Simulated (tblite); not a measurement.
# Si at GFN2-xTB (tblite): moving one setting at a time

Aim: start from a run with usual settings and see what each changed setting does to the results.

Computed with tblite 0.8.0 (GFN2-xTB (tblite), atoms fixed, no spin polarisation, unless a step's input says otherwise).

### 1 The structure to begin with

Symmetry: Fd-3m, No. 227, cubic system. Conventional cell: a = 5.444 Å, b = 5.444 Å, c = 5.444 Å, α = 90.00°, β = 90.00°, γ = 90.00°. Si (site symmetry -43m) has 4 Si at 2.36 Å as nearest neighbours.

Structure file:

```
CELL_PARAMETERS angstrom
0.00000 2.72212 2.72212
2.72212 0.00000 2.72212
2.72212 2.72212 0.00000
ATOMIC_POSITIONS crystal
Si 0.00000 0.00000 0.00000
Si 0.25000 0.25000 0.25000
```

The structure type (diamond) is imposed and need not be the compound's stable one.

### 2 The reference run

Contents of run.py:

```python
import json
from ase import Atoms
from ase.build import make_supercell
from ase.units import Bohr, GPa, Hartree
from tblite.interface import Calculator

atoms = Atoms(['Si', 'Si'],
              cell=[[0.0, 2.7221189, 2.7221189], [2.7221189, 0.0, 2.7221189], [2.7221189, 2.7221189, 0.0]],
              scaled_positions=[[0.0, 0.0, 0.0], [0.25, 0.25, 0.25]],
              pbc=True)
cluster = make_supercell(atoms, [[-2, 2, 2], [2, -2, 2], [2, 2, -2]])
calc = Calculator('GFN2-xTB', cluster.numbers, cluster.positions / Bohr, lattice=cluster.cell[:] / Bohr, periodic=cluster.pbc)
calc.set('temperature', 0.02 / Hartree)
calc.set('max-iter', 150)
res = calc.singlepoint()
levels = res.get('orbital-energies') * Hartree
nv = round(res.get('orbital-occupations').sum() / 2)
cells = len(cluster) // len(atoms)
out = {'energy_per_cell': res.get('energy') * Hartree / cells, 'homo': levels[nv - 1], 'lumo': levels[nv],
       'stress': (-res.get('virial') * Hartree / cluster.get_volume() / GPa).tolist(), 'charges': res.get('charges')[:len(atoms)].tolist(), 'electrons': 2 * nv / cells}
json.dump(out, open('results.json', 'w'))
for key, value in out.items():
    print(key, value)
```

The run is started by

```bash
> python run.py
```

Log:

```text
------------------------------------------------------------
  cycle        total energy    energy error   density error
------------------------------------------------------------
      1     -109.2325868808  -1.0997816E+02   2.7162910E-02
      2     -109.2343016620  -1.7147812E-03   1.4968183E-02
      3     -109.2343655413  -6.3879314E-05   2.0671963E-03
      4     -109.2344027195  -3.7178211E-05   2.2175177E-05
      5     -109.2344027295  -1.0025232E-08   5.6047445E-06
------------------------------------------------------------

 total:                                   3.550 sec
energy_per_cell -92.88810936920714
homo -6.987415469303766
lumo -5.3157549956992876
stress [[-3.164102180593176, 6.40986752227316e-09, 6.409875655673734e-09], [6.409866877527757e-09, -3.1641021805933547, 6.409867254230909e-09], [6.409875684701073e-09, 6.409867375488053e-09, -3.164102180593276]]
charges [-6.670813617479232e-06, 5.351872689046688e-07]
electrons 8.0
```

Wall time 4.3 s (1 thread of Arm Neoverse V1, shared host); peak memory 0.14 GiB.

Gap 1.67 eV; pressure -3.2 GPa. The 64 atoms of the cluster fold only a few k-points onto the zone centre, so gap and energy may not be converged in the cluster's size.

### 3 Change: temperature = 0.001

run.py: that of step 2 with these lines changed.

```diff
@@ -12,3 +12,3 @@
 calc = Calculator('GFN2-xTB', cluster.numbers, cluster.positions / Bohr, lattice=cluster.cell[:] / Bohr, periodic=cluster.pbc)
-calc.set('temperature', 0.02 / Hartree)
+calc.set('temperature', 0.001 / Hartree)
 calc.set('max-iter', 150)
```

The run is started by

```bash
> python run.py
```

Log:

```text
------------------------------------------------------------
  cycle        total energy    energy error   density error
------------------------------------------------------------
      1     -109.2325868808  -1.0997816E+02   2.7162910E-02
      2     -109.2343016620  -1.7147812E-03   1.4968183E-02
      3     -109.2343655413  -6.3879314E-05   2.0671963E-03
      4     -109.2344027195  -3.7178211E-05   2.2175177E-05
      5     -109.2344027295  -1.0025261E-08   5.6047445E-06
------------------------------------------------------------

 total:                                   3.552 sec
energy_per_cell -92.88810936920714
homo -6.987415469303754
lumo -5.315754995699273
stress [[-3.1641021805931624, 6.409864445848015e-09, 6.409870979732241e-09], [6.409865160002052e-09, -3.1641021805932756, 6.409862269445372e-09], [6.409871944193276e-09, 6.409863006170542e-09, -3.164102180593222]]
charges [-6.670813573819712e-06, 5.351872317121975e-07]
electrons 8.0
```

Wall time 4.2 s (1 thread of Arm Neoverse V1, shared host); peak memory 0.14 GiB.

Against the reference run the gap moves by 0.00 eV and the energy by 0.0 meV/atom.

### 4 Change: temperature = 0.1

run.py: that of step 3 with these lines changed.

```diff
@@ -12,3 +12,3 @@
 calc = Calculator('GFN2-xTB', cluster.numbers, cluster.positions / Bohr, lattice=cluster.cell[:] / Bohr, periodic=cluster.pbc)
-calc.set('temperature', 0.001 / Hartree)
+calc.set('temperature', 0.1 / Hartree)
 calc.set('max-iter', 150)
```

The run is started by

```bash
> python run.py
```

Log:

```text
------------------------------------------------------------
  cycle        total energy    energy error   density error
------------------------------------------------------------
      1     -109.2325979505  -1.0997817E+02   2.7165744E-02
      2     -109.2343139832  -1.7160327E-03   1.4969126E-02
      3     -109.2343779019  -6.3918719E-05   2.0680355E-03
      4     -109.2344150931  -3.7191147E-05   2.2174989E-05
      5     -109.2344151031  -1.0011448E-08   5.6152432E-06
------------------------------------------------------------

 total:                                   3.564 sec
energy_per_cell -92.8881198911171
homo -6.987440069991647
lumo -5.315774301112548
stress [[-3.164156231603827, 6.412515901842241e-09, 6.412542049394687e-09], [6.412516086798519e-09, -3.1641562316037297, 6.412540082248525e-09], [6.412542716440243e-09, 6.412540860350042e-09, -3.1641562316037235]]
charges [-6.683786198696806e-06, 5.320963919613897e-07]
electrons 8.0
```

It took 4.3 s on 1 thread of Arm Neoverse V1, shared host; peak memory 0.14 GiB.

Against the reference run the gap moves by 0.00 eV and the energy by 0.0 meV/atom.

### 5 Change: temperature = 0.3

run.py: that of step 4 with these lines changed.

```diff
@@ -12,3 +12,3 @@
 calc = Calculator('GFN2-xTB', cluster.numbers, cluster.positions / Bohr, lattice=cluster.cell[:] / Bohr, periodic=cluster.pbc)
-calc.set('temperature', 0.1 / Hartree)
+calc.set('temperature', 0.3 / Hartree)
 calc.set('max-iter', 150)
```

The run is started by

```bash
> python run.py
```

Log:

```text
------------------------------------------------------------
  cycle        total energy    energy error   density error
------------------------------------------------------------
      1     -109.2514263743  -1.0999700E+02   2.9006120E-02
      2     -109.2540606504  -2.6342761E-03   1.5609903E-02
      3     -109.2541603319  -9.9681486E-05   2.5759461E-03
      4     -109.2542071674  -4.6835473E-05   2.0519194E-05
      5     -109.2542071660   1.3520634E-09   1.1408168E-05
------------------------------------------------------------

 total:                                   3.604 sec
energy_per_cell -92.90495018689916
homo -7.004776069387972
lumo -5.329326611618705
stress [[-3.1036616011641036, 8.44421049485458e-09, 8.44417129903382e-09], [8.444212048542873e-09, -3.1036616011640152, 8.444210794426345e-09], [8.444171129271225e-09, 8.444210527241235e-09, -3.1036616011640326]]
charges [-1.4591629134474982e-05, -1.3692281679716922e-06]
electrons 8.0
```

It took 4.3 s on 1 thread of Arm Neoverse V1, shared host; peak memory 0.14 GiB.

Against the reference run the gap moves by 0.00 eV and the energy by -8.4 meV/atom. At a high electronic temperature the free energy holds a large −TS term.

### 6 Change: temperature = 2.0

run.py: that of step 5 with these lines changed.

```diff
@@ -12,3 +12,3 @@
 calc = Calculator('GFN2-xTB', cluster.numbers, cluster.positions / Bohr, lattice=cluster.cell[:] / Bohr, periodic=cluster.pbc)
-calc.set('temperature', 0.3 / Hartree)
+calc.set('temperature', 2.0 / Hartree)
 calc.set('max-iter', 150)
```

The run is started by

```bash
> python run.py
```

Log:

```text
------------------------------------------------------------
  cycle        total energy    energy error   density error
------------------------------------------------------------
      1     -117.1734992737  -1.1791907E+02   1.9132078E-01
      2     -117.8452417561  -6.7174248E-01   6.0000277E-02
      3     -117.8502663881  -5.0246320E-03   2.4807897E-02
      4     -117.8506378519  -3.7146375E-04   1.4273286E-03
      5     -117.8503248342   3.1301763E-04   1.0800872E-03
      6     -117.8507718041  -4.4696992E-04   4.2814604E-05
      7     -117.8507718465  -4.2353591E-08   1.4779178E-05
------------------------------------------------------------

 total:                                   3.797 sec
energy_per_cell -100.21508893702106
homo -8.24878454408976
lumo -6.350158156354211
stress [[13.76674315122615, 7.494362041999926e-07, 7.494362023335637e-07], [7.494362050977334e-07, 13.766743151226159, 7.494362275921538e-07], [7.494362011171799e-07, 7.494362274102687e-07, 13.766743151226212]]
charges [9.346933222992293e-05, -6.68248592224363e-05]
electrons 8.0
```

It took 4.5 s on 1 thread of Arm Neoverse V1, shared host; peak memory 0.14 GiB.

Against the reference run the gap moves by +0.23 eV and the energy by -3663.5 meV/atom. At a high electronic temperature the free energy holds a large −TS term.

### 7 Change: cluster = 1x1x1

run.py: that of step 6 with these lines changed.

```diff
@@ -10,5 +10,5 @@
               pbc=True)
-cluster = make_supercell(atoms, [[-2, 2, 2], [2, -2, 2], [2, 2, -2]])
+cluster = make_supercell(atoms, [[-1, 1, 1], [1, -1, 1], [1, 1, -1]])
 calc = Calculator('GFN2-xTB', cluster.numbers, cluster.positions / Bohr, lattice=cluster.cell[:] / Bohr, periodic=cluster.pbc)
-calc.set('temperature', 2.0 / Hartree)
+calc.set('temperature', 0.02 / Hartree)
 calc.set('max-iter', 150)
```

The run is started by

```bash
> python run.py
```

Log:

```text
------------------------------------------------------------
  cycle        total energy    energy error   density error
------------------------------------------------------------
      1     -13.52261236835  -1.3615809E+01   4.2975992E-02
      2     -13.52269493060  -8.2562255E-05   2.5960865E-02
      3     -13.52270816605  -1.3235447E-05   1.5656226E-03
      4     -13.52271606263  -7.8965852E-06   5.6520190E-04
      5     -13.52271725210  -1.1894624E-06   1.4721726E-06
      6     -13.52271725210  -7.8923534E-12   2.0144423E-07
------------------------------------------------------------

 total:                                   0.455 sec
energy_per_cell -91.99296981134205
homo -6.922424088372029
lumo -5.280732303907035
stress [[4.145462757007643, 2.603950483698844e-09, 2.6036305354942797e-09], [2.6039491775209306e-09, 4.145462757007371, 2.603906317288015e-09], [2.6036293010840605e-09, 2.603906562801274e-09, 4.145462757007507]]
charges [-8.171229363834742e-07, 8.205484648415862e-07]
electrons 8.0
```

Wall time 1.1 s (1 thread of Arm Neoverse V1, shared host); peak memory 0.091 GiB.

Against the reference run the gap moves by -0.03 eV and the energy by +447.6 meV/atom. One cell at the zone centre alone can't describe the crystal.

### 8 Results

| change | ends | gap (eV) | energy (meV/atom) | pressure (GPa) | time |
| --- | --- | --- | --- | --- | --- |
| none | converged | 1.67 | 0 | -3.2 | 4.3 s |
| temperature = 0.001 | converged | 0.00 | 0.0 | 0.0 | 4.2 s |
| temperature = 0.1 | converged | 0.00 | 0.0 | 0.0 | 4.3 s |
| temperature = 0.3 | converged | 0.00 | -8.4 | +0.1 | 4.3 s |
| temperature = 2.0 | converged | +0.23 | -3663.5 | +16.9 | 4.5 s |
| cluster = 1x1x1 | converged | -0.03 | +447.6 | +7.3 | 1.1 s |

The first row holds values, the others changes from it. Keys are the program's: temperature in eV (tblite) or K (CP2K), cutoffs in Ry, CUTOFP in Å. Among the numerical settings, temperature = 2.0 moves the energy most (-3663.5 meV/atom). The changed runs test settings; they are no properties of the crystal.
